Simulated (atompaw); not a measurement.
# Rhodium: generating and testing a PAW (atompaw) potential

Task: generate the file, and judge it by its logarithmic derivatives, its ghosts and its cutoff.

The numbers are computed with atompaw 4.2.0.5 (PBEsol, scalar-relativistic, spin-unpolarised reference atom).

**1. The design**

The settings as typed:

```json
{"element": "rhodium (Rh, Z = 45)", "type": "PAW", "frozen core": "[Ar] 3d10 4s2", "valence charge": "15", "reference configuration": "4p6 4d8 5s1 5p0", "partial waves": "5s (bound); 5s channel at 1.15 Ry; 4p (bound); 5p (bound, empty); 4d (bound); 4d channel at 0.3 Ry", "local potential": "troulliermartins scheme with l = 3 at -0.5 Ry, radius 2.62 bohr", "core correction": "smooth core density matched at 3.18 bohr", "augmentation charge": "sinc compensation charge, radius 3.28 bohr; PAW radius 3.34 bohr; waves and projectors: bloechl"}
```

An earlier all-electron run gives the scale for the radii.

All-electron outer shells of the reference configuration (PBEsol, scalar-relativistic, ld1.x):

```csv
shell,level (eV),outermost node (bohr),outermost maximum (bohr)
3d,-300.62,–,0.29
4s,-82.43,0.47,0.88
4p,-50.38,0.47,0.94
4d,-5.95,0.46,1.15
5s,-4.33,1.19,2.63
5p,-0.80,1.35,3.83
```

**2. Generating the potential**

Rh.input reads:

```
Rh 45
GGA-PBESOL scalarrelativistic loggrid 1500 logderivrange -6 5 276
5 5 4 0 0 0
5 0 1
5 1 0
4 2 8
0 0 0
c
c
c
c
v
c
c
v
v
c
v
2
3.34 3.28 2.62 3.18
y
1.15
n
n
y
0.3
n
bloechl sinc
3 -0.5 troulliermartins
PWSCFOUT
UPFDX 0.0125d0 UPFXMIN -7.d0 UPFZMESH 45.d0
END
```

Launch:

```
$ atompaw < Rh.input > Rh.log
```

Before running it: what results should come out? Wanted: cutoffs for 10 and 1 mRy, occupied levels; bound ghosts; largest phase difference near zero energy, channels read; lowest eigenvalue of the overlap; share of valence orbitals outside the PAW sphere; UPF file.

As calculated:

| quantity | value |
| --- | --- |
| cutoffs for 10 and 1 mRy, occupied levels | 25 Ry and 30 Ry |
| bound ghosts | none found |
| largest phase difference near zero energy, channels read | 0.006 rad |
| lowest eigenvalue of the overlap (Bessel basis) | 0.174 (s) |
| share of valence orbitals outside the PAW sphere | 5s 40 %, 4p 0 %, 5p 78 %, 4d 4 % |
| UPF file | written |

In words: It counts as soft on the atom at that tolerance, with 25 Ry needed at the looser tolerance. It is free of bound ghosts as far as tested. Near zero energy the phases of the channels with partial waves agree within 0.006 rad. These are tests on the free atom; a crystal test is still owed.
